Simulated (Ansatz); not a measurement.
**CH₄ClF₂NTi: small, medium and large basis sets**

The task here is to estimate one member of a computed series from the others.

Method: one geometry, several basis sets; program: Ansatz 0.2.0, Gaussian basis.

The runs, in order: PBE0-D4/def2-SVP; ωB97M-V/def2-SVP; PBE0-D4/def2-QZVPP; ωB97M-V/def2-QZVPP; the functionals' def2-TZVPP values are taken from earlier runs.

## The relaxed structure

An earlier PBE0-D4 in a triple-zeta def2 set relaxation fixed the geometry.

SMILES `C[NH][Ti]([F])([F])[Cl]`, 10 atoms, charge 0, spin multiplicity 1.

Atoms are counted from 1 here; the program's logs count them from 0.

Bond lengths: C1–N2 1.446 Å, C1–H7 1.092 Å, C1–H8 1.094 Å, C1–H9 1.095 Å, N2–Ti3 1.838 Å, N2–H10 1.014 Å, Ti3–F4 1.751 Å, Ti3–F5 1.757 Å, Ti3–Cl6 2.211 Å. Angles: N2–C1–H7 110.0°, N2–C1–H8 111.2°, N2–C1–H9 111.4°, H7–C1–H8 107.6°, H7–C1–H9 107.7°, H8–C1–H9 108.7°, C1–N2–Ti3 126.7°, C1–N2–H10 113.7°, Ti3–N2–H10 119.4°, N2–Ti3–F4 106.6°, N2–Ti3–F5 107.0°, N2–Ti3–Cl6 108.0°, F4–Ti3–F5 115.5°, F4–Ti3–Cl6 110.8°, F5–Ti3–Cl6 108.5°.

Set-up of the first run:

in.yaml reads:

```yaml
crystal:
  periodic: [false, false, false]
  atoms:
    - {symbol: C, position_ang: [-1.019023, -0.874461, 0.592294]}
    - {symbol: N, position_ang: [-0.100826, -0.474881, -0.451277]}
    - {symbol: Ti, position_ang: [1.119793, 0.897683, -0.374991]}
    - {symbol: F, position_ang: [2.226209, 0.658642, -1.711308]}
    - {symbol: F, position_ang: [1.843918, 0.852769, 1.224692]}
    - {symbol: Cl, position_ang: [0.020603, 2.803204, -0.596211]}
    - {symbol: H, position_ang: [-0.806573, -0.320373, 1.508796]}
    - {symbol: H, position_ang: [-0.921867, -1.940708, 0.819237]}
    - {symbol: H, position_ang: [-2.056761, -0.668231, 0.310699]}
    - {symbol: H, position_ang: [-0.222473, -0.984844, -1.318832]}
basis:
  gaussian: {orbitals: def2-SVP}
hamiltonian: {xc: pbe0, dispersion: d4}
output: {orbitals: {seedname: orbitals}}
```

Launch:

```
> ansatz run in.yaml --threads 2 --pin off --events-out ev --progress --plain --max-ram 32768MiB --backend cpu
```

Steps of the session up to this table: PBE0-D4 in def2-SVP; ωB97M-V in def2-SVP; PBE0-D4 in def2-QZVPP; ωB97M-V in def2-QZVPP.

One of the session's tables, all rows but one given; the rest of the session is left out.

It belongs to the step «Density functionals: the series». 

| functional | basis | HOMO (eV) | LUMO (eV) |
| --- | --- | --- | --- |
| PBE0-D4 | def2-SVP | -7.83 | -2.46 |
| PBE0-D4 | def2-TZVPP | ? | ? |
| PBE0-D4 | def2-QZVPP | -7.96 | -2.48 |
| ωB97M-V | def2-SVP | -10.06 | -0.13 |
| ωB97M-V | def2-TZVPP | -10.21 | -0.19 |
| ωB97M-V | def2-QZVPP | -10.22 | -0.22 |

Estimate the missing values for PBE0-D4, def2-TZVPP.

As computed: HOMO (eV): -7.95; LUMO (eV): -2.47. In the column «HOMO (eV)» it lies between PBE0-D4, def2-QZVPP (-7.96) and PBE0-D4, def2-SVP (-7.83).
